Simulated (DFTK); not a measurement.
Runs of DFTK 0.8.2 on HPbNO4. The typed cell holds 7 atoms: a = 4.204 Å, b = 4.339 Å, c = 6.729 Å, α = 71.95°, β = 72.29°, γ = 62.23°. The cell was built by a generator and needn't be a form met in nature.

```tsv
level	potentials or basis	cutoff (eV)	SCF solver	gap on the mesh (eV)	pressure (GPa)	largest force (eV/Å)
TASK	SG15 1.2 (PBE)	1225	ScfAndersonSolver	4.00	(b)	1.28
PBE	SG15 1.2 (PBE)	1225	-	(d)	0.1	0.12
PBEsol	dojo.nc.sr.pbesol.v0_4_1.standard.upf (PBEsol)	1143	-	2.94	-2.8	0.27
LDA	dojo.nc.sr.lda.v0_4_1.standard.upf (LDA)	1143	-	(c)	-5.8	(a)
BJ06	SG15 1.2 (PBE)	1225	ScfAndersonSolver	3.32	-	-
```

Alike in all rows: task band structure; no spin polarisation; cell as given; k mesh 4 × 4 × 3; smearing fermi-dirac 0.05 eV; the mesh is coarse, so values aren't converged.

Question: Estimate the missing entries.

Answer: (a) 0.64; (b) 2.8; (c) 2.87; (d) 2.95.

Caveats: all runs use coarse meshes; spin-orbit coupling is left out, which as a rule narrows the gap of such compounds by several tenths of an eV; the potentials were made for another functional, which shifts forces and pressure (some runs); the program leaves the constant c of mgga_x_tb09 at 1, so the potential is Becke-Johnson's (BJ06) and not Tran and Blaha's, with levels but no total energy (some runs); the program warned that the kinetic-energy density falls under its von Weizsäcker bound, which can give unphysical results (some runs).

A k mesh can miss the band edges, and the runs leave out spin-orbit coupling on Pb.

Not every run made on this cell is shown here.
